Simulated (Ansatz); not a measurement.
# GaSiPH₆O: basis-set convergence

How large a basis does GaSiPH₆O need? Two functionals are run in growing sets.

Method: one geometry, several basis sets; program: Ansatz 0.2.0, Gaussian basis.

Levels to be run: PBE0-D4/def2-SVP; ωB97M-V/def2-SVP; PBE0-D4/def2-QZVPP; ωB97M-V/def2-QZVPP; the functionals' def2-TZVPP values are taken from earlier runs.

### 1 The geometry

The geometry comes from an earlier relaxation with PBE0-D4 in a triple-zeta def2 set; it is a stationary point, not always the lowest conformer.

SMILES `OP[SiH2][GaH2]`, 10 atoms, charge 0, spin multiplicity 1.

Atoms are counted from 1 here; the program's logs count them from 0.

Bond lengths: O1–P2 1.729 Å, O1–H5 0.962 Å, P2–Si3 2.287 Å, P2–H6 1.421 Å, Si3–Ga4 2.433 Å, Si3–H7 1.489 Å, Si3–H8 1.489 Å, Ga4–H9 1.569 Å, Ga4–H10 1.574 Å. Angles: P2–O1–H5 111.6°, O1–P2–Si3 90.8°, O1–P2–H6 95.9°, Si3–P2–H6 95.0°, P2–Si3–Ga4 84.6°, P2–Si3–H7 108.6°, P2–Si3–H8 110.2°, Ga4–Si3–H7 120.1°, Ga4–Si3–H8 122.0°, H7–Si3–H8 107.8°, Si3–Ga4–H9 119.7°, Si3–Ga4–H10 118.2°, H9–Ga4–H10 121.0°.

### 2 PBE0-D4 in def2-SVP

Contents of in.yaml:

```yaml
crystal:
  periodic: [false, false, false]
  atoms:
    - {symbol: O, position_ang: [-0.353329, 1.308898, -0.625393]}
    - {symbol: P, position_ang: [-1.060746, -0.087080, -1.360263]}
    - {symbol: Si, position_ang: [0.046692, -1.455173, 0.099786]}
    - {symbol: Ga, position_ang: [0.999891, 0.613408, 0.954120]}
    - {symbol: H, position_ang: [-0.105389, 1.967165, -1.281231]}
    - {symbol: H, position_ang: [-2.266501, -0.053332, -0.608515]}
    - {symbol: H, position_ang: [0.892802, -2.399368, -0.681533]}
    - {symbol: H, position_ang: [-0.926553, -2.261047, 0.887660]}
    - {symbol: H, position_ang: [0.386335, 1.280207, 2.235189]}
    - {symbol: H, position_ang: [2.386780, 1.086323, 0.380189]}
basis:
  gaussian: {orbitals: def2-SVP}
hamiltonian: {xc: pbe0, dispersion: d4}
output: {orbitals: {seedname: orbitals}}
```

The run is started by

```sh
$ ansatz run in.yaml --threads 2 --pin off --events-out ev --progress --plain --max-ram 31744MiB --backend cpu
```

After this run come: ωB97M-V in def2-SVP; PBE0-D4 in def2-QZVPP; ωB97M-V in def2-QZVPP.

Before running them: what should the planned runs give, taken together? Wanted: PBE0-D4: double and triple zeta above quadruple; ωB97M-V: double and triple zeta above quadruple.

**Answer**, as computed:

| quantity | value |
| --- | --- |
| PBE0-D4: double and triple zeta above quadruple | 17.18, 1.86 eV |
| ωB97M-V: double and triple zeta above quadruple | 17.16, 1.79 eV |

What this shows: PBE0-D4 gains 15.32 eV from double to triple zeta, then 1.86 eV more. These are total energies; as a rule much of such shifts cancels in differences, which this series doesn't test.
